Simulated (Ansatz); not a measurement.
**ClF2GeHO: basis-set convergence**

An exercise on one series of results from a longer session: the logs are not shown, and one member is left open.

Computed with Ansatz 0.2.0, Gaussian basis. Level: one geometry, several basis sets.

Plan: PBE0-D4/def2-SVP; ωB97M-V/def2-SVP; PBE0-D4/def2-QZVPP; ωB97M-V/def2-QZVPP; the functionals' def2-TZVPP values are taken from earlier runs.

## The geometry

The geometry comes from an earlier relaxation with PBE0-D4 in a triple-zeta def2 set; it is a stationary point.

SMILES `[OH][Ge]([F])([F])[Cl]`, 6 atoms, charge 0, spin multiplicity 1.

Atoms are counted from 1 here; the program's logs count them from 0.

Bond lengths: O1–Ge2 1.735 Å, O1–H6 0.962 Å, Ge2–F3 1.710 Å, Ge2–F4 1.710 Å, Ge2–Cl5 2.090 Å. Angles: Ge2–O1–H6 113.2°, O1–Ge2–F3 110.9°, O1–Ge2–F4 110.9°, O1–Ge2–Cl5 109.7°, F3–Ge2–F4 104.7°, F3–Ge2–Cl5 110.3°, F4–Ge2–Cl5 110.3°.

The first run:

File in.yaml:

```yaml
crystal:
  periodic: [false, false, false]
  atoms:
    - {symbol: O, position_ang: [-0.909490, 0.534475, 0.927297]}
    - {symbol: Ge, position_ang: [0.223614, -0.017408, -0.265094]}
    - {symbol: F, position_ang: [1.589877, -0.730949, 0.475919]}
    - {symbol: F, position_ang: [-0.454063, -1.265747, -1.217727]}
    - {symbol: Cl, position_ang: [0.809756, 1.582378, -1.476385]}
    - {symbol: H, position_ang: [-1.217594, -0.166849, 1.509790]}
basis:
  gaussian: {orbitals: def2-SVP}
hamiltonian: {xc: pbe0, dispersion: d4}
output: {orbitals: {seedname: orbitals}}
```

Started as:

```
$ ansatz run in.yaml --threads 4 --pin off --events-out ev --progress --plain --max-ram 10444MiB
```

Among the steps run: PBE0-D4 in def2-SVP; ωB97M-V in def2-SVP; PBE0-D4 in def2-QZVPP; ωB97M-V in def2-QZVPP.

One table of the session follows, with a row left open; its other results are not shown here.

It belongs to the step «Functionals by basis». 

| functional | basis | HOMO (eV) |
| --- | --- | --- |
| PBE0-D4 | def2-SVP | -10.02 |
| PBE0-D4 | def2-TZVPP | -10.18 |
| PBE0-D4 | def2-QZVPP | -10.22 |
| ωB97M-V | def2-SVP | -12.31 |
| ωB97M-V | def2-TZVPP | -12.52 |
| ωB97M-V | def2-QZVPP | ? |

Estimate the missing values for ωB97M-V, def2-QZVPP.

The run gave: HOMO (eV): -12.57. In the column «HOMO (eV)» it is the lowest.
